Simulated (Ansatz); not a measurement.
# GaSnH₅: basis-set convergence

Aim: see how fast density functionals converge with the basis set for GaSnH₅.

Program: Ansatz 0.2.0, Gaussian basis. Level of theory: one geometry, several basis sets. These are calculated values, not measurements.

The runs, in order: PBE0-D4/def2-SVP; ωB97M-V/def2-SVP; PBE0-D4/def2-QZVPP; ωB97M-V/def2-QZVPP; the functionals' def2-TZVPP values are taken from earlier runs.

## 1. The relaxed structure

The geometry comes from an earlier relaxation with PBE0-D4 in a triple-zeta def2 set; it is a stationary point, not always the lowest conformer. Sn takes the def2 core potential; no spin-orbit term is included.

7 atoms, charge 0, spin multiplicity 1.

Atoms are counted from 1 here; the program's logs count them from 0.

Bond lengths: Ga1–Sn2 2.619 Å, Ga1–H3 1.573 Å, Ga1–H4 1.572 Å, Sn2–H5 1.710 Å, Sn2–H6 1.711 Å, Sn2–H7 1.713 Å. Angles: Sn2–Ga1–H3 120.0°, Sn2–Ga1–H4 121.0°, H3–Ga1–H4 119.0°, Ga1–Sn2–H5 113.4°, Ga1–Sn2–H6 112.2°, Ga1–Sn2–H7 110.3°, H5–Sn2–H6 107.2°, H5–Sn2–H7 106.8°, H6–Sn2–H7 106.6°.

## 2. PBE0-D4 in def2-SVP

Contents of in.yaml:

```yaml
crystal:
  periodic: [false, false, false]
  atoms:
    - {symbol: Ga, position_ang: [-0.416606, -1.483187, 0.084952]}
    - {symbol: Sn, position_ang: [0.270309, 1.039331, -0.070109]}
    - {symbol: H, position_ang: [-0.409468, -2.215867, 1.476476]}
    - {symbol: H, position_ang: [-0.823380, -2.291869, -1.200454]}
    - {symbol: H, position_ang: [-0.223995, 1.790242, -1.524965]}
    - {symbol: H, position_ang: [-0.370471, 1.963687, 1.219302]}
    - {symbol: H, position_ang: [1.973601, 1.197662, 0.014777]}
basis:
  gaussian: {orbitals: def2-SVP}
hamiltonian: {xc: pbe0, dispersion: d4}
output: {orbitals: {seedname: orbitals}}
```

Run with:

```bash
ansatz run in.yaml --threads 2 --pin off --events-out ev --progress --plain --max-ram 4352MiB
```

After this run come: ωB97M-V in def2-SVP; PBE0-D4 in def2-QZVPP; ωB97M-V in def2-QZVPP.

Before running them: what should the planned runs give, taken together? Wanted: PBE0-D4: double and triple zeta above quadruple; ωB97M-V: double and triple zeta above quadruple.

As calculated:

| quantity | value |
| --- | --- |
| PBE0-D4: double and triple zeta above quadruple | 8.27, 1.24 eV |
| ωB97M-V: double and triple zeta above quadruple | 8.31, 1.22 eV |

For PBE0-D4 the step from double to triple zeta gains 7.03 eV and the next only 1.24 eV. Total energies overstate the basis error of differences, where much of it tends to cancel.
